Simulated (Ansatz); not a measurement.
# BH₆NOSi: basis-set convergence

One table from this session's results is given with a row withheld; the runs are named, their logs left out.

Method: one geometry, several basis sets; program: Ansatz 0.2.0, Gaussian basis.

Plan: PBE0-D4/def2-SVP; ωB97M-V/def2-SVP; PBE0-D4/def2-QZVPP; ωB97M-V/def2-QZVPP; the functionals' def2-TZVPP values are taken from earlier runs.

### The relaxed structure

An earlier PBE0-D4 in a triple-zeta def2 set relaxation fixed the geometry.

SMILES `NB[SiH2]O`, 10 atoms, charge 0, spin multiplicity 1.

Atoms are counted from 1 here; the program's logs count them from 0.

Bond lengths: N1–B2 1.386 Å, N1–H5 1.007 Å, N1–H6 1.007 Å, B2–Si3 2.019 Å, B2–H7 1.203 Å, Si3–O4 1.661 Å, Si3–H8 1.498 Å, Si3–H9 1.491 Å, O4–H10 0.958 Å. Angles: B2–N1–H5 123.3°, B2–N1–H6 123.5°, H5–N1–H6 113.1°, N1–B2–Si3 121.2°, N1–B2–H7 117.0°, Si3–B2–H7 121.7°, B2–Si3–O4 112.7°, B2–Si3–H8 109.6°, B2–Si3–H9 112.4°, O4–Si3–H8 110.4°, O4–Si3–H9 104.8°, H8–Si3–H9 106.7°, Si3–O4–H10 116.4°.

The first run:

Input file in.yaml:

```yaml
crystal:
  periodic: [false, false, false]
  atoms:
    - {symbol: N, position_ang: [-1.326402, 1.347505, -0.014428]}
    - {symbol: B, position_ang: [-0.650406, 0.258503, -0.541826]}
    - {symbol: Si, position_ang: [0.723686, -0.746413, 0.542988]}
    - {symbol: O, position_ang: [2.131108, -1.015008, -0.296556]}
    - {symbol: H, position_ang: [-2.029705, 1.860668, -0.521308]}
    - {symbol: H, position_ang: [-1.161558, 1.710181, 0.910443]}
    - {symbol: H, position_ang: [-0.928585, -0.064627, -1.666259]}
    - {symbol: H, position_ang: [0.142010, -2.043827, 1.013304]}
    - {symbol: H, position_ang: [1.144482, 0.002389, 1.761710]}
    - {symbol: H, position_ang: [2.038373, -1.360573, -1.185070]}
basis:
  gaussian: {orbitals: def2-SVP}
hamiltonian: {xc: pbe0, dispersion: d4}
output: {orbitals: {seedname: orbitals}}
```

On the command line:

```sh
> ansatz run in.yaml --threads 2 --pin off --events-out ev --progress --plain --max-ram 4352MiB
```

Steps of the session up to this table: PBE0-D4 in def2-SVP; ωB97M-V in def2-SVP; PBE0-D4 in def2-QZVPP; ωB97M-V in def2-QZVPP.

One table of the session follows, with a row left open; its other results are not shown here.

```
functional       basis  HOMO (eV)
   PBE0-D4    def2-SVP          ?
   PBE0-D4  def2-TZVPP      -7.46
   PBE0-D4  def2-QZVPP      -7.49
   ωB97M-V    def2-SVP      -9.46
   ωB97M-V  def2-TZVPP      -9.64
   ωB97M-V  def2-QZVPP      -9.67
```

Estimate the missing values for PBE0-D4, def2-SVP.

The run gave: HOMO (eV): -7.30. In the column «HOMO (eV)» it is the highest.
